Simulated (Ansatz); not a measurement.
# CH5BN2, SMILES N#C[BH2-][NH3+]: a short molecular-dynamics run

Computed with Ansatz 0.2.0 through its Python package.

At the Python prompt:
```pycon
>>> import warnings
>>> import ansatz as az
>>> import numpy as np
>>> BASIS_SET = "6-31G*"
>>> XC = "hf"
>>> N_STEPS = 20
>>> TEMPERATURE_K = 800
>>> warnings.simplefilter("ignore", az.DeckWarning)
>>> system = (
...     az.Crystal.molecule()
...     .atom("N", (2.541, -0.7559, -0.3317))
...     .atom("C", (1.5481, -0.179, -0.1897))
...     .atom("B", (0.2197, 0.5925, 0.0003))
...     .atom("N", (-0.9574, -0.39, 0.0952))
...     .atom("H", (0.2832, 1.2402, 0.9994))
...     .atom("H", (0.0571, 1.3251, -0.9262))
...     .atom("H", (-1.0235, -0.9533, -0.7829))
...     .atom("H", (-1.8438, 0.1484, 0.2231))
...     .atom("H", (-0.8244, -1.0281, 0.9125))
... )
>>> base = system.calculation()
>>> base = base.basis(gaussian=BASIS_SET)
>>> base = base.functional(XC)
>>> base = base.scf(lower_state_search="off")
>>> base = base.md("nve", timestep=0.5, steps=N_STEPS, temperature=TEMPERATURE_K, initial_velocities="maxwell_boltzmann", seed=98)
>>> frames = []
>>> base.session().plan().execute(on_event=lambda e: frames.append(e["data"]) if e["event"] == "md_step" else None)
<ansatz.RunOutcome object at 0x...>
>>> print("t (fs)   E_pot (eV)      E_kin (eV)   T (K)   d(0-1) (A)")
t (fs)   E_pot (eV)      E_kin (eV)   T (K)   d(0-1) (A)
>>> for f in frames[::2]:
...     xyz = np.array(f["positions_ang"])
...     print(f"{f['time_fs']:6.2f} {f['lagrangian_ev']:14.5f} {f['e_kin_ev']:10.5f} {f['temperature_k']:8.1f} {np.linalg.norm(xyz[0] - xyz[1]):9.4f}")
...
  0.00    -4744.82054    0.72386    800.0    1.1571
  1.00    -4744.79626    0.69876    772.3    1.1553
  2.00    -4744.68592    0.58827    650.1    1.1489
  3.00    -4744.48787    0.39210    433.3    1.1388
  4.00    -4744.31570    0.22225    245.6    1.1268
  5.00    -4744.30117    0.20727    229.1    1.1157
  6.00    -4744.42083    0.32464    358.8    1.1079
  7.00    -4744.54582    0.44880    496.0    1.1055
  8.00    -4744.62044    0.52404    579.2    1.1092
  9.00    -4744.67730    0.58138    642.5    1.1180
 10.00    -4744.74486    0.64839    716.6    1.1296
>>> kept = np.array([f["conserved_ev"] for f in frames])
>>> print(f"conserved energy moves by at most {1000 * np.ptp(kept):.3f} meV")
conserved energy moves by at most 4.523 meV
```

Caveats:
- These settings explore the input space; basis and method may be short of convergence.
- The trajectory is only some femtoseconds long, so its temperature is not equilibrated; where the script doesn't relax first, it starts from a rough generated geometry.
- The temperature counts the internal degrees of freedom alone.
- Finished in 30 s on 1 thread of Intel(R) Xeon(R) Platinum 8259CL CPU @ 2.50GHz (Skylake/Cascade Lake) (shared host), peak memory 0.19 GiB.

(Lines on the test bed's own set-up are left out of the output.)
